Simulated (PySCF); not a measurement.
# Ga3N: structure of the singlet

The task is one start of a wider search on Ga3N: the singlet, from a PBE0 minimum start. It is relaxed, tested by its Hessian and followed downhill if it is a saddle.

Program: PySCF 2.14.0. Level of theory: PBE0, basis N def2-SVP, Ga def2-SVP, no relativity, density fitting. These are calculated values, not measurements.

## Step 1: The system as given

4 atoms, charge 0, spin multiplicity 1.

Bond lengths: N1–Ga2 1.903 Å, N1–Ga3 1.903 Å, N1–Ga4 1.903 Å. Angles: Ga2–N1–Ga3 120.0°, Ga2–N1–Ga4 120.0°, Ga3–N1–Ga4 120.0°.

Coordinates in bohr (charge 0 multiplicity 1):
```
N     0.0000    0.0000    0.0000
Ga    3.5961    0.0000    0.0000
Ga   -1.7981    3.1143    0.0000
Ga   -1.7980   -3.1144    0.0000
```

## Step 2: Finding the electronic state

The steps below are one call of a driver around PySCF. For each, scf.py gives the equivalent set-up of the SCF; relaxations use the driver's own optimiser. After this first run the driver tries any further starts and a stability analysis.

Contents of scf.py:

```python
from pyscf import gto, scf, dft
mol = gto.M(atom='''
N     -0.000000     0.000000    -0.000000
Ga     1.902990     0.000024    -0.000000
Ga    -0.951516     1.648026    -0.000000
Ga    -0.951474    -1.648050     0.000000''',
    basis={'N': 'def2-SVP', 'Ga': 'def2-SVP'},
    charge=0, spin=0)
mf = dft.RKS(mol, xc='PBE0')
mf.grids.atom_grid = (50, 194)
aux = {'N': 'def2-universal-JKFIT', 'Ga': 'def2-universal-JKFIT'}
mf = mf.density_fit(auxbasis=aux)
mf.conv_tol = 1e-08
mf.diis_space = 10
mf.max_cycle = 60
mf.init_guess = 'minao'
mf.verbose = 4
mf.kernel()
```

Run with:

```console
OMP_NUM_THREADS=2 python axn.py task.json out
```

The program printed:

```text
init E= -5826.24827108237
  HOMO = -0.226318642899851  LUMO = -0.0800722103024426  gap/eV = 3.97957
cycle= 1 E= -5827.61051790906  delta_E= -1.36  |g|= 0.904  |ddm|= 2.07
  HOMO = -0.1350263543035  LUMO = -0.0307375740885757  gap/eV = 2.83784
cycle= 2 E= -5826.6053839809  delta_E= 1.01  |g|=    2  |ddm|= 2.04
  HOMO = -0.242475901056999  LUMO = -0.0762353264195262  gap/eV = 4.52364
cycle= 3 E= -5827.73126289375  delta_E= -1.13  |g|= 0.399  |ddm|= 1.71
  HOMO = -0.22174969517405  LUMO = -0.0618183753304627  gap/eV = 4.35195
cycle= 4 E= -5827.76688744012  delta_E= -0.0356  |g|= 0.0664  |ddm|= 0.364
  HOMO = -0.221484558838404  LUMO = -0.0591760055666457  gap/eV = 4.41664
cycle= 5 E= -5827.76734600045  delta_E= -0.000459  |g|= 0.00796  |ddm|= 0.0677
  HOMO = -0.222633849548714  LUMO = -0.0605036795720657  gap/eV = 4.41179
cycle= 6 E= -5827.76737498485  delta_E= -2.9e-05  |g|= 0.000273  |ddm|= 0.0142
  HOMO = -0.222697823703207  LUMO = -0.0605394569306508  gap/eV = 4.41255
cycle= 7 E= -5827.76737507709  delta_E= -9.22e-08  |g|= 6.96e-05  |ddm|= 0.0013
  HOMO = -0.222694701911026  LUMO = -0.0605420320625574  gap/eV = 4.41240
cycle= 8 E= -5827.76737508056  delta_E= -3.47e-09  |g|= 1.74e-05  |ddm|= 0.000214
  HOMO = -0.222693720848438  LUMO = -0.0605419637179655  gap/eV = 4.41237
Extra cycle  E= -5827.76737508025  delta_E= 3.06e-10  |g|= 4.1e-05  |ddm|= 4.37e-05
converged SCF energy = -5827.76737508025
```

This step, with its further starts and checks, took 15 s on 2 threads of Arm Neoverse N1, shared host.

No lower closed-shell solution turned up in the test of internal stability.

## Step 3: PBE0 minimum start, singlet: relaxation

The program finds D3h symmetry in the start, which this walk keeps. The walk stops when the largest gradient is under 0.0003 Eh/bohr and the energy has settled too.

scf.py: that of step 2 with these lines changed.

```diff
@@ -3,3 +3,3 @@
-N     -0.000000     0.000000    -0.000000
-Ga     1.902990     0.000024    -0.000000
-Ga    -0.951516     1.648026    -0.000000
+N      0.000000    -0.000000     0.000000
+Ga     1.902990     0.000024     0.000000
+Ga    -0.951516     1.648026     0.000000
@@ -16 +15,0 @@
-mf.init_guess = 'minao'
```

Energy and gradient, step by step:

| step | energy (Eh) | change (kJ/mol) | largest symmetric gradient (Eh/bohr) |
| --- | --- | --- | --- |
| 0 | -5827.767375 | 0.00 | 0.00004 |

The walk took 5.5 s.

It settles in D3h symmetry, 0.0 kJ/mol below the start, after 0 steps: N–Ga 1.903 Å (×3); Ga–N–Ga 120.0° (×3).

## Step 4: Is it a minimum? Harmonic modes

On the finer grid the gradient is checked again; gradients at displacements of ±0.02 bohr then give force constants and infrared intensities.

scf.py: that of step 3 with these lines changed.

```diff
@@ -3,4 +3,4 @@
-N      0.000000    -0.000000     0.000000
-Ga     1.902990     0.000024     0.000000
-Ga    -0.951516     1.648026     0.000000
-Ga    -0.951474    -1.648050     0.000000''',
+N     -0.000000    -0.000000     0.000000
+Ga     1.902880     0.000024     0.000000
+Ga    -0.951461     1.647930     0.000000
+Ga    -0.951419    -1.647954     0.000000''',
@@ -10 +10 @@
-mf.grids.atom_grid = (50, 194)
+mf.grids.atom_grid = (75, 302)
@@ -13 +13 @@
-mf.conv_tol = 1e-08
+mf.conv_tol = 1e-10
```

This SCF starts from the last density.

Log of the central SCF (cycles and frontier levels):

```text
init E= -5827.76750017192
  HOMO = -0.222698381714134  LUMO = -0.0605472486419691  gap/eV = 4.41236
cycle= 1 E= -5827.76750017188  delta_E= 4.55e-11  |g|= 1.61e-05  |ddm|= 1.65e-05
  HOMO = -0.222696029259056  LUMO = -0.0605461325026393  gap/eV = 4.41232
cycle= 2 E= -5827.76750017149  delta_E= 3.87e-10  |g|= 4.2e-05  |ddm|= 4.32e-05
  HOMO = -0.222697745572769  LUMO = -0.0605469456760872  gap/eV = 4.41235
cycle= 3 E= -5827.76750017193  delta_E= -4.42e-10  |g|= 4.72e-07  |ddm|= 3.13e-05
  HOMO = -0.222697734637181  LUMO = -0.0605469390350201  gap/eV = 4.41235
cycle= 4 E= -5827.76750017195  delta_E= -1.64e-11  |g|= 9.44e-09  |ddm|= 2.69e-07
  HOMO = -0.22269773680805  LUMO = -0.0605469410266086  gap/eV = 4.41235
Extra cycle  E= -5827.76750017194  delta_E= 9.09e-12  |g|= 2.39e-08  |ddm|= 3.36e-08
converged SCF energy = -5827.76750017194
```

The whole step took 58 s.

Geometry: D3h; N–Ga 1.903 Å (×3); Ga–N–Ga 120.0° (×3).

Modes, for the most abundant isotopes:

```tsv
symmetry	ω (cm⁻¹)	IR (km/mol)
e'	93	2.6
a2''	179	0.2
a1'	266	0.0
e'	672	806
```

All wavenumbers are real: a minimum.

Constants and moments:

| Item | Value |
| --- | --- |
| Dipole moment | 0.00 D |
| Highest occupied level | -6.06 eV |
| Lowest empty level | -1.65 eV |
| Rotational constants | 0.04503, 0.04503, 0.02252 cm⁻¹ |
| Zero-point energy | 11.8 kJ/mol |
| Principal polarisabilities | 83.1, 125.9, 125.9 bohr³ |
| Atomisation energy without zero-point energy | 977 kJ/mol |
| Principal traceless quadrupole moments about the centre of mass | -3.19, -3.19, 6.38 D Å |
| Entropy at 298.15 K and 1 bar | 336.0 J/(mol K) |
| Heat capacity Cp at 298.15 K | 72.1 J/(mol K) |
| Enthalpy at 298.15 K above 0 K | 17.27 kJ/mol |
| Rotational symmetry number | 6 |

Populations by atom (charges in e):

| atom | Mulliken | Löwdin | polar tensor | Mayer order to N1 |
| --- | --- | --- | --- | --- |
| N1 | -0.76 | -0.34 | -1.51 | – |
| Ga2,3,4 | 0.25 | 0.11 | 0.50 | 0.98 |

Outer orbital energies (eV). occupied: -22.62, -19.92, -11.22, -11.22, -7.91, -7.60, -6.06, -6.06; empty: -1.65, -1.65, -1.10, -1.10.

Mulliken populations on N1: s 3.65, p 4.10, d 0.00.

## Step 5: Outcome

| quantity | value |
| --- | --- |
| minimum | singlet, D3h |
| geometry | N–Ga 1.903 Å (×3); Ga–N–Ga 120.0° (×3) |
| wavenumbers (cm⁻¹) | 93 (e'), 179 (a2''), 266 (a1'), 672 (e') |
| dipole moment | 0.00 D |
| highest occupied, lowest empty level | -6.06, -1.65 eV |
| polar-tensor charge of N1 | -1.51 e |
| zero-point energy | 11.8 kJ/mol |
| entropy at 298.15 K | 336.0 J/(mol K) |
| atomisation energy (no zero-point energy) | 977 kJ/mol |

The PBE0 minimum start keeps its D3h symmetry and ends in a minimum. In the infrared the band at 672 cm⁻¹ (e') leads. N1 has a polar-tensor charge of -1.5 e (a dipole derivative, not a static charge), yet symmetry cancels the bond dipoles. Only this shape and spin were tried, so other structures or states may lie lower.

The search up to here took 78 s.
